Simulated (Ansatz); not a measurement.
# Ta: the cost of one run

Method: DFT r2SCAN, scalar-relativistic, plane waves, PAW, in Ansatz 0.2.0.

1 further run of the same task is left out (set aside as unsound or not needed).

## (1) The system as given

The structure is cubic, space group Im-3m (No. 229). The conventional cell has a = 3.305 Å, b = 3.305 Å, c = 3.305 Å, α = 90.00°, β = 90.00°, γ = 90.00°. Around Ta (site symmetry m-3m) lie 8 Ta at 2.86 Å.

As a file:

```cif
data_structure
_symmetry_space_group_name_H-M 'Im-3m'
_symmetry_Int_Tables_number 229
_cell_length_a 3.3046
_cell_length_b 3.3046
_cell_length_c 3.3046
_cell_angle_alpha 90.000
_cell_angle_beta 90.000
_cell_angle_gamma 90.000
_cell_volume 36.09
loop_
_atom_site_label
_atom_site_type_symbol
_atom_site_symmetry_multiplicity
_atom_site_Wyckoff_symbol
_atom_site_fract_x
_atom_site_fract_y
_atom_site_fract_z
_atom_site_occupancy
Ta1 Ta 2 a 0.00000 0.00000 0.00000 1
```

It is the result of an earlier relaxation at this level (volume 18.04 Å³/atom; gap on the mesh: none (metal)).

## (2) The undisturbed cell

File input.yaml:

```yaml
crystal:
  lattice:
    - [-1.6522866616, 1.6522866616, 1.6522866616]
    - [1.6522866616, -1.6522866616, 1.6522866616]
    - [1.6522866616, 1.6522866616, -1.6522866616]
  atoms:
    - { symbol: Ta, position: [0.0, 0.0, 0.0] }
basis:
  ecutwfc: 500
kpoints:
  mp_grid: { grid: [26, 26, 26] }
hamiltonian:
  xc: r2scan
scf:
  occupations: { method: gaussian, width: 0.15 }
output:
  forces: true
  stress: true
  eigenvalues: true
```

Launch:

```console
> ansatz run input.yaml --threads 1 --pin off --max-ram 2560MiB --backend cpu --events-out ev --progress --plain --runs-dir out
```

Q: Estimate wall time and peak memory on 1 thread of Intel Xeon Platinum 8488C (Sapphire Rapids), shared host.

About 7.3 s, with a peak of 0.52 GiB.
